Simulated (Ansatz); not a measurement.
# BH7OSSi2: the cost of one run

All numbers below are computed with Ansatz 0.2.0 (RKS PBE0-D4/6-31G).

## (1) The system as given

Bond lengths: O1–B2 1.409 Å, B2–S3 1.870 Å, B2–Si4 1.970 Å, Si4–Si5 2.184 Å, O1–H6 1.022 Å, S3–H7 1.426 Å, Si4–H8 1.488 Å, Si4–H9 1.392 Å, Si5–H10 1.462 Å, Si5–H11 1.508 Å, Si5–H12 1.497 Å. Angles (14 of 17 angles, heavy atoms first): O1–B2–S3 120.9°, O1–B2–Si4 120.5°, S3–B2–Si4 118.6°, B2–Si4–Si5 109.7°, B2–O1–H6 106.2°, B2–S3–H7 92.7°, B2–Si4–H8 106.2°, B2–Si4–H9 109.8°, Si5–Si4–H8 109.0°, Si5–Si4–H9 112.1°, Si4–Si5–H10 110.8°, Si4–Si5–H11 111.2°, Si4–Si5–H12 109.1°, H8–Si4–H9 109.9°.

Structure file:

```xyz
12

O    -2.3678    0.7788   -0.6478
B    -0.9617    0.8650   -0.6129
S    -0.1042    2.5160   -0.4206
Si    0.1421   -0.7628   -0.7324
Si    1.2779   -1.0195    1.1158
H    -2.6380    0.9282   -1.6222
H    -0.0604    2.4049    0.9999
H    -0.8074   -1.8990   -0.8788
H     0.9694   -0.6908   -1.8493
H     2.0677   -2.2486    1.0742
H     0.3638   -1.0765    2.3138
H     2.1955    0.1492    1.2943
```

## (2) Relaxing end A

Contents of input.yaml:

```yaml
crystal:
  periodic: [false, false, false]
  atoms:
    - { symbol: O, position_ang: [-2.3678, 0.7788, -0.6478] }
    - { symbol: B, position_ang: [-0.9617, 0.865, -0.6129] }
    - { symbol: S, position_ang: [-0.1042, 2.516, -0.4206] }
    - { symbol: Si, position_ang: [0.1421, -0.7628, -0.7324] }
    - { symbol: Si, position_ang: [1.2779, -1.0195, 1.1158] }
    - { symbol: H, position_ang: [-2.638, 0.9282, -1.6222] }
    - { symbol: H, position_ang: [-0.0604, 2.4049, 0.9999] }
    - { symbol: H, position_ang: [-0.8074, -1.899, -0.8788] }
    - { symbol: H, position_ang: [0.9694, -0.6908, -1.8493] }
    - { symbol: H, position_ang: [2.0677, -2.2486, 1.0742] }
    - { symbol: H, position_ang: [0.3638, -1.0765, 2.3138] }
    - { symbol: H, position_ang: [2.1955, 0.1492, 1.2943] }
basis:
  gaussian: { orbitals: "6-31G" }
hamiltonian:
  xc: pbe0
  dispersion: d4
relax:
  f_tol: 0.015
  max_steps: 40
```

On the command line:

```console
> ansatz run input.yaml --threads 1 --pin off --max-ram 2048MiB --backend cpu --events-out ev --progress --plain --runs-dir out
```

**Question.** How long does this run take on 1 thread of Arm Neoverse N1, shared host, and how much memory does it need?

About 2.8 min, with a peak of 0.18 GiB.
